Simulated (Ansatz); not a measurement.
# BaEuO2: the cost of one run

Method: DFT LDA+U (U_eff = 4 eV on Eu f), plane waves, PAW, no spin–orbit coupling unless a run says so, in Ansatz 0.2.0.

1 further run of the same task is left out (it didn't finish).

## 1. The starting structure

It takes space group R-3m (No. 166, trigonal). Conventional cell: a = 3.752 Å, b = 3.752 Å, c = 18.775 Å, α = 90.00°, β = 90.00°, γ = 120.00°. Around Ba (site symmetry -3m) lie 6 O at 2.79 Å. Around Eu (site symmetry -3m) lie 6 O at 2.56 Å. O (site symmetry 3m) has 3 Eu at 2.56 Å and 3 Ba at 2.79 Å as nearest neighbours.

Coordinates:

```
CELL_PARAMETERS angstrom
1.87625 1.08325 6.25850
-1.87625 1.08325 6.25850
0.00000 -2.16650 6.25850
ATOMIC_POSITIONS crystal
Ba 0.00000 0.00000 0.00000
Eu 0.50000 0.50000 0.50000
O 0.23966 0.23966 0.23966
O 0.76034 0.76034 0.76034
```

An earlier series on this cell reached its lowest free state from «ferromagnetic start, free, symmetry kept, no search», perhaps among other starts.

## 2. Total moment locked, 3.50 μB per cell

input.yaml

```yaml
crystal:
  lattice:
    - [1.87624583, 1.08325104, 6.25849579]
    - [-1.87624583, 1.08325104, 6.25849579]
    - [0.0, -2.16650207, 6.25849579]
  atoms:
    - { symbol: Ba, position: [0.0, 0.0, 0.0] }
    - { symbol: Eu, position: [0.5, 0.5, 0.5], spin: 3.5 }
    - { symbol: O, position: [0.239664, 0.239664, 0.239664] }
    - { symbol: O, position: [0.760336, 0.760336, 0.760336] }
basis:
  ecutwfc: 420
  ecutrho_ratio: 4
kpoints:
  mp_grid: { grid: [6, 6, 6] }
hamiltonian:
  xc: lda
  hubbard: { sites: [{ site: 1, l: f, u_eff: 4.0 }] }
scf:
  occupations: { method: gaussian, width: 0.05 }
  lower_state_search: "off"
  max_iter: 150
output:
  forces: true
  stress: true
  eigenvalues: true
  populations: true
  hubbard: { sites: [{ site: 1, l: f }] }
magnetization:
  spin_polarized: true
  initial_magnetization: 3.5
  spin_locking: { lock_magnetization: hard }
```

The lock stays on to the end, so the result is a constrained state.

The run is started by

```sh
ansatz run input.yaml --threads 4 --pin off --max-ram 6144MiB --backend cpu --events-out ev --progress --plain --runs-dir out
```

Q: Estimate wall time and peak memory on 4 threads of Arm Neoverse N1, shared host.

About 18 s, with a peak of 0.53 GiB.
